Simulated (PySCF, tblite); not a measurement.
# C₅H₆FO radical: geometry, infrared bands and EPR parameters

What infrared bands and EPR parameters should C₅H₆FO radical (`F[C@@H]1[CH]COC=C1`) show?

The runs use tblite 0.8.0 and PySCF 2.14.0, with density-fitted response routines of our own; the level of theory stands in each step. All values are computed, except where a source is named. Atoms count from 0, in the outputs and in this text.

## 1. Starting geometry

13 atoms, charge 0, multiplicity 2; geometry from: force field or distance geometry start.

Bonds of the start (Å): F0–C1 1.35, C1–C2 1.48, C2–C3 1.47, C3–O4 1.44, O4–C5 1.36, C5–C6 1.34, C6–C1 1.50, C1–H7 1.09, C2–H8 1.09, C3–H9 1.11, C3–H10 1.10, C5–H11 1.09, C6–H12 1.09.

## 2. Relaxing the molecule with GFN2-xTB

The job: settings as JSON, then the geometry in Å.

```
{"job": {"kind": "relax", "xc": "GFN2-xTB", "basis": "xTB"}, "charge": 0, "multiplicity": 2}
F     -0.958600     1.928100     0.515700
C     -0.116100     1.216100    -0.268000
C     -0.838900     0.092600    -0.897400
C     -0.786100    -1.221600    -0.239000
O      0.536200    -1.596900     0.192300
C      1.283200    -0.583700     0.714100
C      1.025700     0.722500     0.566200
H      0.275600     1.890000    -1.028300
H     -1.645100     0.316500    -1.589300
H     -1.450100    -1.246500     0.648600
H     -1.137100    -2.006500    -0.921400
H      2.143400    -0.973400     1.251000
H      1.663500     1.463400     1.037700
```

Command:

```
$ OMP_NUM_THREADS=1 python probes_run.py task.json out
```

This one command runs all jobs of the session in turn.

Log:

```text
step      E/eV     max force
  0    -611.17994    1.798
  1    -611.25259    0.610
  2    -611.26645    0.553
  3    -611.27164    0.186
  4    -611.27536    0.220
  5    -611.28198    0.256
  6    -611.28395    0.128
  7    -611.28509    0.074
  8    -611.28567    0.081
  9    -611.28619    0.061
 10    -611.28656    0.046
 11    -611.28693    0.049
 12    -611.28743    0.083
 13    -611.28816    0.105
 14    -611.28906    0.095
 15    -611.29001    0.082
 16    -611.29100    0.095
 17    -611.29215    0.119
 18    -611.29348    0.133
 19    -611.29472    0.088
 20    -611.29568    0.090
 21    -611.29648    0.085
 22    -611.29717    0.079
 23    -611.29761    0.051
 24    -611.29780    0.029
 25    -611.29789    0.025
 26    -611.29798    0.036
 27    -611.29807    0.036
 28    -611.29814    0.019
 29    -611.29818    0.019
 30    -611.29821    0.019
 31    -611.29825    0.024
 32    -611.29830    0.022
 33    -611.29834    0.016
 34    -611.29837    0.016
 35    -611.29839    0.014
 36    -611.29842    0.016
 37    -611.29843    0.009
```

Wall time 0.1 s (1 thread of AMD EPYC 9B45, shared host).

The steps of the relaxation: (not every step is listed)

| step | energy from step 0 (eV) | largest force (eV/Å) |
| --- | --- | --- |
| 0 | 0.0000 | 1.7980 |
| 1 | -0.0727 | 0.6100 |
| 2 | -0.0865 | 0.5529 |
| 3 | -0.0917 | 0.1860 |
| 4 | -0.0954 | 0.2205 |
| 5 | -0.1020 | 0.2562 |
| 6 | -0.1040 | 0.1276 |
| 7 | -0.1051 | 0.0740 |
| 8 | -0.1057 | 0.0814 |
| 10 | -0.1066 | 0.0460 |
| 12 | -0.1075 | 0.0832 |
| 14 | -0.1091 | 0.0948 |
| 16 | -0.1111 | 0.0947 |
| 18 | -0.1135 | 0.1333 |
| 20 | -0.1157 | 0.0904 |
| 22 | -0.1172 | 0.0793 |
| 24 | -0.1179 | 0.0294 |
| 26 | -0.1180 | 0.0364 |
| 28 | -0.1182 | 0.0194 |
| 30 | -0.1183 | 0.0186 |
| 32 | -0.1184 | 0.0222 |
| 33 | -0.1184 | 0.0163 |
| 34 | -0.1184 | 0.0156 |
| 35 | -0.1185 | 0.0142 |
| 36 | -0.1185 | 0.0158 |
| 37 | -0.1185 | 0.0095 |

Distances of close pairs at the start and the end, largest changes first:

| bond | before (Å) | after (Å) | change (Å) |
| --- | --- | --- | --- |
| F0–C1 | 1.353 | 1.434 | +0.081 |
| C3–O4 | 1.441 | 1.416 | -0.024 |
| O4–C5 | 1.363 | 1.345 | -0.017 |
| C1–H7 | 1.089 | 1.099 | +0.011 |
| C2–H8 | 1.086 | 1.075 | -0.010 |
| C5–C6 | 1.340 | 1.329 | -0.010 |
| C6–H12 | 1.085 | 1.076 | -0.010 |
| C5–H11 | 1.086 | 1.081 | -0.005 |

The end geometry stands in the next job.

## 3. Harmonic vibrations with GFN2-xTB

The job: settings as JSON, then the geometry in Å.

```
{"job": {"kind": "ir", "xc": "GFN2-xTB", "basis": "xTB"}, "charge": 0, "multiplicity": 2}
F     -0.946232     1.976713     0.596379
C     -0.092116     1.217392    -0.269926
C     -0.848239     0.100414    -0.859356
C     -0.780706    -1.240998    -0.250355
O      0.455906    -1.587593     0.346871
C      1.251698    -0.579082     0.746828
C      1.077086     0.717541     0.511721
H      0.204471     1.959554    -1.024887
H     -1.654342     0.305130    -1.540915
H     -1.559378    -1.327406     0.537048
H     -0.994012    -2.022767    -0.989859
H      2.107345    -0.960923     1.285779
H      1.774130     1.442511     0.892944
```

Log:

```text
mode    cm-1     km/mol
  1      49.3      2.88
  2     128.3     11.21
  3     295.5     16.05
  4     324.5      8.49
  5     452.3      6.44
  6     490.6      5.54
  7     565.0      4.57
  8     590.9     19.67
  9     731.7     68.55
 10     806.4     93.82
 11     848.6     10.64
 12     886.2      8.52
 13     891.8     35.18
 14     942.4     13.95
 15     969.7      2.24
 16     996.8     35.81
 17    1107.5     48.80
 18    1134.0      7.26
 19    1163.6      4.76
 20    1230.5     46.98
 21    1252.8     14.32
 22    1265.4      5.47
 23    1307.6      4.87
 24    1327.1      4.09
 25    1343.4     26.31
 26    1419.6     14.25
 27    1698.4    157.81
 28    2719.2     14.96
 29    2870.8     31.21
 30    2916.0     17.42
 31    3077.5     15.38
 32    3128.4     15.36
 33    3133.5     17.17
```

It took 0.17 s on 1 thread of AMD EPYC 9B45, shared host.

Which atoms move in the most intense modes:

| cm⁻¹ | km/mol | atoms |
| --- | --- | --- |
| 732 | 68.5 | C1 37 %, H12 23 %, F0 22 % |
| 806 | 93.8 | H12 42 %, C1 26 %, C6 18 % |
| 892 | 35.2 | C3 30 %, C1 23 %, C5 12 % |
| 997 | 35.8 | C5 16 %, O4 14 %, H7 13 %, C1 13 % |
| 1108 | 48.8 | H7 32 %, H12 27 %, O4 14 % |
| 1230 | 47.0 | H11 30 %, O4 21 %, H12 15 % |
| 1698 | 157.8 | C5 49 %, C6 45 % |
| 2871 | 31.2 | H7 93 % |

## 4. g tensor and hyperfine couplings: B3LYP/pcH-1

Settings changed since step 3:

```diff
@@ -1,2 +1,2 @@
-{"job": {"kind": "ir", "xc": "GFN2-xTB", "basis": "xTB"}, "charge": 0, "multiplicity": 2}
+{"job": {"kind": "epr", "basis": "pcH-1"}, "charge": 0, "multiplicity": 2}
 F     -0.946232     1.976713     0.596379
```

With the program's defaults for keys left out, this is: UKS B3LYP, pcH-1 on C F H O, non-relativistic, mean-field spin-orbit, GIAO.

Log:

```text
UKS, coarse grid
  cycle   1  E = -369.04647138  |g| = 5.15e-01
  cycle   2  E = -368.93624554  |g| = 8.07e-01
  cycle   3  E = -369.13465497  |g| = 8.98e-02
  cycle   4  E = -369.13727023  |g| = 4.71e-02
  cycle   5  E = -369.13825002  |g| = 1.67e-02
  cycle   6  E = -369.13837482  |g| = 6.61e-03
  cycle   7  E = -369.13839673  |g| = 1.87e-03
  cycle   8  E = -369.13839805  |g| = 1.19e-03
  cycle   9  E = -369.13839872  |g| = 1.78e-04
UKS, final grid
  cycle   1  E = -369.13841212  |g| = 2.07e-04
  cycle   2  E = -369.13841210  |g| = 3.20e-04
  cycle   3  E = -369.13841213  |g| = 3.28e-05
  cycle   4  E = -369.13841213  |g| = 1.67e-05
E = -369.13841213 Eh   <S^2> = 0.7539 (exact 0.7500)
g shifts (ppm)      1          2          3
  rmc          -162       -162       -162
  gc             -2         58         36
  oz_so          97        395        736
  total         -67        291        610
hyperfine (MHz)  atom isotope    a_iso     a_fc   dipolar eigenvalues
    0   19F     194.67     194.67   -116.80   -105.22    222.02
    1   13C      -3.37      -3.37     -1.87     -0.54      2.41
    2   13C      96.71      96.71    -78.59    -77.97    156.56
    3   13C     -37.14     -37.14     -2.98     -0.92      3.91
    4   17O      -4.18      -4.18     -5.87      2.77      3.10
    5   13C      -0.46      -0.46     -1.50      0.29      1.20
    6   13C       1.12       1.12     -2.45     -0.19      2.64
    7    1H      25.79      25.79     -6.49     -3.29      9.78
    8    1H     -59.43     -59.43    -36.62     -1.82     38.43
    9    1H     175.70     175.70     -6.07     -1.76      7.83
   10    1H      68.04      68.04     -5.49     -4.40      9.89
   11    1H      -0.23      -0.23     -1.57     -1.32      2.90
   12    1H      -1.26      -1.26     -2.12     -1.46      3.58
```

It took 21 s on 1 thread of AMD EPYC 9B45, shared host; peak memory 0.95 GiB.

Principal g values 2.00225, 2.00261, 2.00293; g(iso) = 2.00260, against 2.00232 for a free electron.

Hyperfine couplings, nucleus by nucleus at this fixed geometry (no averaging over rotations):

| nuclei | isotope | a(iso) (MHz) | a(iso) (G, at g = 2.0023) | largest dipolar term (MHz) |
| --- | --- | --- | --- | --- |
| F0 | 19F | 194.7 | 69.5 | 222.0 |
| H9 | 1H | 175.7 | 62.7 | 7.8 |
| C2 | 13C | 96.7 | 34.5 | 156.6 |
| H10 | 1H | 68.0 | 24.3 | 9.9 |
| H8 | 1H | -59.4 | -21.2 | 38.4 |
| C3 | 13C | -37.1 | -13.3 | 3.9 |
| H7 | 1H | 25.8 | 9.2 | 9.8 |
| O4 | 17O | -4.2 | -1.5 | -5.9 |
| C1 | 13C | -3.4 | -1.2 | 2.4 |
| H12 | 1H | -1.3 | -0.5 | 3.6 |
| C6 | 13C | 1.1 | 0.4 | 2.6 |
| C5 | 13C | -0.5 | -0.2 | -1.5 |
| H11 | 1H | -0.2 | -0.1 | 2.9 |

Mulliken spin populations:

F0 0.04; C1 -0.04; C2 0.97; C3 -0.07; O4 0.01; C5 0.00; C6 0.01; H7 0.01; H8 -0.04; H9 0.08; H10 0.02; H11 0.00; H12 0.00

In first order the couplings over 0.8 MHz of 19F, 1H give 64 distinct lines over 187.3 G.

The fields below are evaluated on a grid from the run's orbitals.

ELF in a plane through or near 9 of the atoms.

Ten even steps from '0' (0.00) to '9' (1.00):
```
0000000000000000000000000000
0000000000000000000000000000
0000000000000000000000000000
0000000000000000000000000000
0000000136300000110000000000
0000001899970025774100000000
0000002999983257996100000000
0000000489845851572000000000
0000000015362862573246510000
0000023335986435855999971000
0000289995473003413999982000
0000499997365336885578830000
0000289984576761353001100000
0000013101786654898400000000
0000000002788614999940000000
0000000001454201999960000000
0000000000010000799620000000
0000000000000000000000000000
0000000000000000000000000000
0000000000000000000000000000
```
The map spans 10.1 Å across and 9.8 Å up, centred on the molecule. Atoms in the plane (x, y in Å): C1 (0.6, 1.1), C2 (-0.8, 0.8), O4 (-0.6, -1.6), C5 (0.8, -1.4), C6 (1.4, -0.2), H8 (-1.5, 1.7), H10 (-2.3, -0.7), H11 (1.3, -2.3), H12 (2.5, -0.1).

log10 of the density (e/Å³) in the same plane.

Ten even steps from '0' (-4.0) to '9' (1.4):
```
0000000000000000000000000000
0000000000000000000000000000
0000000000000001110000000000
0000000112222222322110000000
0000001233433334443220000000
0000012455655556665331000000
0000023457766667775432100000
0000123557787778776443211000
0000123456798778776554422000
0001244567777667777776532100
0002345677776666788776542100
0012356777777667777665432100
0002345666788878876554321000
0001233445789877776543210000
0000122335677766776542100000
0000000123455545565432100000
0000000002333333444321000000
0000000000001112222110000000
0000000000000000000000000000
0000000000000000000000000000
```
The map spans 10.1 Å across and 9.8 Å up, centred on the molecule. Atoms in the plane (x, y in Å): C1 (0.6, 1.1), C2 (-0.8, 0.8), O4 (-0.6, -1.6), C5 (0.8, -1.4), C6 (1.4, -0.2), H8 (-1.5, 1.7), H10 (-2.3, -0.7), H11 (1.3, -2.3), H12 (2.5, -0.1).

On the surface of density 0.002 e/bohr³ the electrostatic potential runs, from the 1st to the 99th percentile, from -1.33 V near F0 to 1.11 V near H10.

The spin density lies nearest to C2 64 %; H8, H9 about 8 % each.

## 5. Summary of results

| quantity | value |
| --- | --- |
| strongest single infrared mode (GFN2-xTB) | 1698 cm⁻¹, 158 km/mol |
| zero-point energy (GFN2-xTB) | 60.1 kcal/mol |
| g(iso) (B3LYP) | 2.00260 |
| ⟨S²⟩ | 0.754 (exact 0.75) |
| largest a(iso) | 19F on F0, 194.7 MHz |
| surface potential, 1st and 99th percentile | -1.33 V and 1.11 V |

What this shows: The optimisation took 37 steps and gained 0.118 eV; among the close pairs (by a distance rule), F0–C1 changed most, from 1.353 to 1.434 Å. All 33 modes are real, so the xTB geometry is a minimum. The strongest single mode, at 1698 cm⁻¹, moves mainly C5 and C6. Unscaled tight-binding wavenumbers are off by several per cent, some by more. Its intensities can rank the bands wrongly. C2 carries the largest spin population, 0.97 e. The isotropic g lies 0.3 ppt above the free-electron value.
